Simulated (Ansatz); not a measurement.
# TmNbTe3: the cost of one run

Computed with Ansatz 0.2.0 (DFT PBE, scalar-relativistic, plane waves, PAW; 4f electrons in the core of a trivalent norm-conserving potential, unless a step's input says otherwise).

1 further run of the same task is left out (it didn't finish).

## (1) Starting point

The structure is tetragonal, space group P4/mmm (No. 123). Conventional cell: a = 5.451 Å, b = 5.451 Å, c = 5.397 Å, α = 90.00°, β = 90.00°, γ = 90.00°. Tm (site symmetry 4/mmm) is surrounded by 12 Te at 3.84 to 3.85 Å. Nb (site symmetry 4/mmm) is surrounded by 6 Te at 2.70 to 2.73 Å. Around Te (site symmetry 4/mmm) lie 2 Nb at 2.70 Å and 4 Tm at 3.85 Å. Te (site symmetry mmm) is surrounded by 2 Nb at 2.73 Å and 4 Tm at 3.84 Å.

Structure file:

```xyz
5
Lattice="5.4511 0.0000 0.0000 0.0000 5.4511 0.0000 0.0000 0.0000 5.3972" Properties=species:S:1:pos:R:3 pbc="T T T"
Tm    0.0000    0.0000    2.6986
Nb    2.7256    2.7256    0.0000
Te    2.7256    2.7256    2.6986
Te    0.0000    2.7256    0.0000
Te    2.7256    0.0000    0.0000
```

A structure generator made this guess: random cell by space group and Wyckoff sites (P4/mmm, No. 123). Lengths come from tabulated atomic sizes and are only a guess.

## (2) Probe: one point on a coarse mesh

Contents of input.yaml:

```yaml
crystal:
  lattice:
    - [5.45113357, 0.0, 0.0]
    - [0.0, 5.45113357, 0.0]
    - [0.0, 0.0, 5.39722734]
  atoms:
    - { symbol: Tm, position: [0.0, 0.0, 0.5] }
    - { symbol: Nb, position: [0.5, 0.5, 0.0] }
    - { symbol: Te, position: [0.5, 0.5, 0.5] }
    - { symbol: Te, position: [0.0, 0.5, 0.0] }
    - { symbol: Te, position: [0.5, 0.0, 0.0] }
basis:
  ecutwfc: 690
kpoints:
  mp_grid: { grid: [4, 4, 4] }
hamiltonian:
  xc: pbe
  pseudopotentials:
    kind: paw
    azcp: { Tm: "pseudopotentials/pbe/nc/lanthanide_3plus/Tm.nc.azcp" }
scf:
  occupations: { method: gaussian, width: 0.1 }
  lower_state_search: "off"
output:
  forces: true
  stress: true
  eigenvalues: true
```

On the command line:

```
ansatz run input.yaml --threads 1 --pin off --max-ram 2560MiB --backend cpu --events-out ev --progress --plain --runs-dir out
```

**Question.** How long does this run take on 1 thread of Intel Xeon at 2.50GHz (Skylake/Cascade Lake), shared host, and how much memory does it need?

About 29 s, with a peak of 0.6 GiB.
